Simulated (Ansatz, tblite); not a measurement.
**(Cl)2Si(OSiH2)2O (Cl2H4O3Si3): a ladder of methods and basis sets**

An exercise on one series of results from a longer session: the logs are not shown, and one member is left open.

Method: as each input shows; program: Ansatz 0.2.0, Gaussian basis.

Levels to be run: GFN1-xTB, GFN2-xTB, PBE-D4/def2-TZVP, r2SCAN-D4/def2-TZVP, PBE-QIDH/def2-TZVP, LDA/def2-TZVP, HSE06-D4/def2-TZVP, PBE-D4/def2-SVP, PBE0-D4/def2-SVP, HF/6-31G, B3LYP-D4/6-31G, CCSD(T)/def2-SVP, MP2/def2-TZVP, RPA/def2-TZVP.

2 further runs of the same task are left out: 2 set aside as unsound or not needed.

## The geometry

The singlet was relaxed beforehand with PBE-D4/def2-SVP.

12 atoms, charge 0, spin multiplicity 1.

Bond lengths: Si1–Cl2 2.051 Å, Si1–Cl3 2.051 Å, Si1–O4 1.657 Å, Si1–O8 1.657 Å, O4–Si5 1.688 Å, Si5–O6 1.677 Å, Si5–H9 1.495 Å, Si5–H10 1.495 Å, O6–Si7 1.677 Å, Si7–O8 1.688 Å, Si7–H11 1.495 Å, Si7–H12 1.495 Å. Angles: Cl2–Si1–Cl3 109.2°, Cl2–Si1–O4 109.6°, Cl2–Si1–O8 109.6°, Cl3–Si1–O4 109.6°, Cl3–Si1–O8 109.6°, O4–Si1–O8 109.4°, Si1–O4–Si5 131.5°, O4–Si5–O6 107.6°, O4–Si5–H9 108.8°, O4–Si5–H10 108.8°, O6–Si5–H9 109.7°, O6–Si5–H10 109.7°, H9–Si5–H10 112.2°, Si5–O6–Si7 132.4°, O6–Si7–O8 107.6°, O6–Si7–H11 109.7°, O6–Si7–H12 109.7°, O8–Si7–H11 108.8° and more.

PBE0-D4/def2-TZVP was run before; its log isn't repeated, and its numbers join the tables.

Set-up of the first run:

Tight binding, by tblite at 300 K electronic temperature and without a spin-polarisation term:

```python
tblite.interface.Calculator('GFN1-xTB', numbers, positions, charge=0, uhf=0).singlepoint()
```

Tight binding, by tblite at 300 K electronic temperature and without a spin-polarisation term:

```python
tblite.interface.Calculator('GFN2-xTB', numbers, positions, charge=0, uhf=0).singlepoint()
```

start.molden holds the orbitals of an earlier run on this state, given as this run's starting guess.

File in.yaml:

```yaml
crystal:
  periodic: [false, false, false]
  atoms:
    - {symbol: Si, position_ang: [-1.192231, 1.032647, -0.608858]}
    - {symbol: Cl, position_ang: [-1.068643, 3.078573, -0.688551]}
    - {symbol: Cl, position_ang: [-2.994070, 0.434800, -1.385860]}
    - {symbol: O, position_ang: [-1.073259, 0.530581, 0.965975]}
    - {symbol: Si, position_ang: [0.034942, -0.483721, 1.735943]}
    - {symbol: O, position_ang: [1.145650, -0.987235, 0.584729]}
    - {symbol: Si, position_ang: [1.298923, -0.669891, -1.054871]}
    - {symbol: O, position_ang: [0.041392, 0.367523, -1.493229]}
    - {symbol: H, position_ang: [-0.695569, -1.668207, 2.283198]}
    - {symbol: H, position_ang: [0.735101, 0.291588, 2.805823]}
    - {symbol: H, position_ang: [1.165777, -1.942387, -1.828943]}
    - {symbol: H, position_ang: [2.601997, 0.015739, -1.315367]}
basis:
  gaussian: {orbitals: def2-TZVP, initial_orbitals: start.molden}
hamiltonian: {xc: pbe, dispersion: d4}
scf: {omitted_lower_state_checks: [starts]}
output: {orbitals: {seedname: orbitals}}
```

The run is started by

```bash
$ ansatz run in.yaml --threads 2 --pin off --events-out ev --progress --plain --max-ram 32768MiB --backend cuda --devices 0, --max-vram 18GiB
```

Among the steps run: PBE-D4/def2-TZVP; r2SCAN-D4/def2-TZVP; PBE-QIDH/def2-TZVP; LDA/def2-TZVP; HSE06-D4/def2-TZVP; PBE-D4/def2-SVP; PBE0-D4/def2-SVP; HF/6-31G; B3LYP-D4/6-31G; CCSD(T)/def2-SVP; MP2/def2-TZVP; RPA/def2-TZVP.

One table of the session follows, with a row left open; its other results are not shown here.

It belongs to the step «Binding energy». 

| method | binding an atom (eV) |
| --- | --- |
| HF/6-31G | 2.241 |
| HF/def2-SVP | 2.997 |
| HF/def2-TZVP | 3.089 |
| LDA/def2-TZVP | 4.755 |
| PBE-D4/def2-SVP | 4.156 |
| PBE-D4/def2-TZVP | 4.211 |
| r2SCAN-D4/def2-TZVP | 4.214 |
| B3LYP-D4/6-31G | 3.414 |
| PBE0-D4/def2-SVP | 4.068 |
| PBE0-D4/def2-TZVP | ? |
| HSE06-D4/def2-TZVP | 4.142 |
| MP2/def2-SVP | 3.952 |
| MP2/def2-TZVP | 4.199 |
| CCSD/def2-SVP | 3.781 |
| CCSD(T)/def2-SVP | 3.825 |

Estimate the missing values for PBE0-D4/def2-TZVP.

**Answer.** binding an atom (eV): 4.140. In the column «binding an atom (eV)» it lies between PBE0-D4/def2-SVP (4.068) and HSE06-D4/def2-TZVP (4.142).

Caveats from the session: Free atoms were run apart at each level; binding is atoms less cluster, divided by the number of atoms, without zero-point or spin-orbit terms.
